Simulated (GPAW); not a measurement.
Crystal: MoI.

```xyz
2
Lattice="0.0000 3.1789 3.1789 3.1789 0.0000 3.1789 3.1789 3.1789 0.0000" Properties=species:S:1:pos:R:3 pbc="T T T"
Mo    0.0000    0.0000    0.0000
I     4.7683    4.7683    4.7683
```

The cell was built by a generator and needn't be a form met in nature.

Program: GPAW 26.7.0. Alike in all runs: task band structure; no spin polarisation; cell as given; k mesh 7 × 7 × 7; cutoff (eV) 600; smearing fermi-dirac 0.05 eV.

Order these runs on this cell by their pressure, lowest first.
A. level r2SCAN; potentials or basis GPAW PAW data sets (gpaw-data 1.2.1), pw
B. level PBEsol; potentials or basis PAW data sets generated in the run's folder for this functional, pw
C. level revPBE; potentials or basis the program's PAW data sets (release 1.2.1) made for this functional, pw

B (-9.8 GPa), A (-7.5 GPa), C (-5.8 GPa).

Caveats: an odd number of electrons without spin polarisation forces a metal; a magnetic or distorted state may lie lower; the PAW data sets were made with another functional, which shifts forces and pressure a little (some runs).

Runs at the PBE level aren't shown here.
